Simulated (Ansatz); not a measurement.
# C₄H₃F₇: basis-set convergence

The task here is to estimate one member of a computed series from the others.

Computed with Ansatz 0.2.0, Gaussian basis. Level: one geometry, several basis sets.

The runs, in order: PBE0-D4/def2-SVP; ωB97M-V/def2-SVP; PBE0-D4/def2-QZVPP; ωB97M-V/def2-QZVPP; the functionals' def2-TZVPP values are taken from earlier runs.

**The geometry**

All runs share one geometry, relaxed beforehand with PBE0-D4 in a triple-zeta def2 set.

SMILES `FCC(F)(C(F)F)C(F)(F)F`, 14 atoms, charge 0, spin multiplicity 1.

Atoms are counted from 1 here; the program's logs count them from 0.

Bond lengths: F1–C2 1.374 Å, C2–C3 1.518 Å, C2–H12 1.092 Å, C2–H13 1.091 Å, C3–F4 1.372 Å, C3–C5 1.536 Å, C3–C8 1.541 Å, C5–F6 1.345 Å, C5–F7 1.349 Å, C5–H14 1.093 Å, C8–F9 1.332 Å, C8–F10 1.322 Å, C8–F11 1.339 Å. Angles: F1–C2–C3 109.3°, F1–C2–H12 108.9°, F1–C2–H13 108.7°, C3–C2–H12 110.3°, C3–C2–H13 109.3°, H12–C2–H13 110.3°, C2–C3–F4 109.3°, C2–C3–C5 110.6°, C2–C3–C8 109.8°, F4–C3–C5 106.2°, F4–C3–C8 106.8°, C5–C3–C8 113.9°, C3–C5–F6 111.0°, C3–C5–F7 110.1°, C3–C5–H14 109.2°, F6–C5–F7 108.2°, F6–C5–H14 108.9°, F7–C5–H14 109.3° and more.

Geometry (Å):

```
F    -1.6743    0.5360    1.5875
C    -1.3283   -0.2643    0.5259
C     0.1696   -0.1738    0.2973
F     0.8253   -0.7820    1.3379
C     0.6304    1.2918    0.2999
F     1.9185    1.3938   -0.0736
F    -0.1170    2.0149   -0.5596
C     0.5512   -0.9451   -0.9811
F     0.1182   -0.3041   -2.0655
F     1.8577   -1.1198   -1.0817
F    -0.0213   -2.1550   -0.9664
H    -1.8680    0.0721   -0.3619
H    -1.5945   -1.2954    0.7632
H     0.5197    1.7015    1.3069
```

Set-up of the first run:

The input, in.yaml:

```yaml
crystal:
  periodic: [false, false, false]
  atoms:
    - {symbol: F, position_ang: [-1.674270, 0.535992, 1.587467]}
    - {symbol: C, position_ang: [-1.328295, -0.264291, 0.525935]}
    - {symbol: C, position_ang: [0.169625, -0.173765, 0.297348]}
    - {symbol: F, position_ang: [0.825300, -0.781958, 1.337895]}
    - {symbol: C, position_ang: [0.630368, 1.291759, 0.299899]}
    - {symbol: F, position_ang: [1.918454, 1.393823, -0.073642]}
    - {symbol: F, position_ang: [-0.117036, 2.014937, -0.559592]}
    - {symbol: C, position_ang: [0.551196, -0.945058, -0.981139]}
    - {symbol: F, position_ang: [0.118166, -0.304117, -2.065518]}
    - {symbol: F, position_ang: [1.857733, -1.119816, -1.081678]}
    - {symbol: F, position_ang: [-0.021329, -2.155010, -0.966376]}
    - {symbol: H, position_ang: [-1.868002, 0.072115, -0.361924]}
    - {symbol: H, position_ang: [-1.594500, -1.295390, 0.763181]}
    - {symbol: H, position_ang: [0.519691, 1.701480, 1.306943]}
basis:
  gaussian: {orbitals: def2-SVP}
hamiltonian: {xc: pbe0, dispersion: d4}
output: {orbitals: {seedname: orbitals}}
```

Command:

```bash
ansatz run in.yaml --threads 4 --pin off --events-out ev --progress --plain --max-ram 41984MiB --backend cpu
```

Steps of the session up to this table: PBE0-D4 in def2-SVP; ωB97M-V in def2-SVP; PBE0-D4 in def2-QZVPP; ωB97M-V in def2-QZVPP.

One of the session's tables, all rows but one given; the rest of the session is left out.

It belongs to the step «Density functionals: the series». 

```
functional       basis  HOMO (eV)  LUMO (eV)
   PBE0-D4    def2-SVP      -9.91       1.29
   PBE0-D4  def2-TZVPP     -10.04       0.92
   PBE0-D4  def2-QZVPP     -10.08       0.72
   ωB97M-V    def2-SVP          ?          ?
   ωB97M-V  def2-TZVPP     -12.44       2.86
   ωB97M-V  def2-QZVPP     -12.48       1.94
```

Q: Estimate the row for ωB97M-V, def2-SVP from the others.

The run gave: HOMO (eV): -12.28; LUMO (eV): 3.55. In the column «HOMO (eV)» it lies between ωB97M-V, def2-TZVPP (-12.44) and PBE0-D4, def2-QZVPP (-10.08).
